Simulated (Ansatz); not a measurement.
I need a single point from an input written key by key of CH₅AlBClGe, SMILES C[B]1[GeH2][Al]1[Cl]. Use the Python package of Ansatz (0.2.0). Use: B3LYP, def2-SVP basis, multiplicity 1.

The script reads `ch5albclge.yaml`:
```yaml
crystal:
  periodic: [false, false, false]
  atoms:
    - { symbol: C, position_ang: [-1.2043, -1.4737, 0.2022] }
    - { symbol: B, position_ang: [-0.1993, -0.2809, -0.0673] }
    - { symbol: Ge, position_ang: [1.5538, 0.6219, 0.4424] }
    - { symbol: Al, position_ang: [0.301, 1.6874, -0.9724] }
    - { symbol: Cl, position_ang: [-0.337, 3.4258, -2.2038] }
    - { symbol: H, position_ang: [-0.7235, -2.3805, 0.3069] }
    - { symbol: H, position_ang: [-1.7979, -1.202, 1.1179] }
    - { symbol: H, position_ang: [-1.9102, -1.472, -0.6779] }
    - { symbol: H, position_ang: [1.5913, 1.1576, 1.9585] }
    - { symbol: H, position_ang: [2.8094, -0.1347, -0.1037] }
basis:
  gaussian: { orbitals: def2-SVP }
hamiltonian:
  xc: b3lyp
```

`ch5albclge_deck.py`:
```python
"""CH5AlBClGe through the session interface."""

import logging
import sys

import ansatz

logging.basicConfig(stream=sys.stdout, format="[%(levelname)s] %(message)s")
log = logging.getLogger("run")
log.setLevel(logging.INFO)

session = ansatz.Session.from_deck("ch5albclge.yaml")
data = session.plan(threads=1).execute().report

log.info("reference energy %16.6f eV" % data["reference_energy_ev"])
log.info("total energy     %16.6f eV" % data["free_energy_ev"])
print("occupied orbitals outside the frozen core (up, down):", data["n_occupied"], " frozen:", data["n_frozen"], " virtual:", data["n_virtual"])
symbols = ["C", "B", "Ge", "Al", "Cl", "H", "H", "H", "H", "H"]
state = data["mean_field"]["state"]
log.info(f"mean field: {state['energy']['hartree']:.7f} Ha, <S^2> = {abs(state['spin_squared']):.4f}, stability: {state.get('stability', {}).get('kind')}")
```

```console
$ python ch5albclge_deck.py
[INFO] reference energy    -77419.314026 eV
[INFO] total energy        -77419.314026 eV
occupied orbitals outside the frozen core (up, down): [39, 39]  frozen: 0  virtual: [82, 82]
[INFO] mean field: -2845.1073138 Ha, <S^2> = 0.0000, stability: minimum
```

Caveats:
- Total energies depend on the basis set; only differences at equal settings carry meaning.
- The geometry is a force-field or estimated start, not a minimum of this method, and the basis set is short of its limit.
- Finished in 6.1 s on 1 thread of Intel(R) Xeon(R) Platinum 8259CL CPU @ 2.50GHz (Skylake/Cascade Lake), on a shared host, peak memory 0.34 GiB.

(Lines on the test bed's own set-up are left out of the output.)
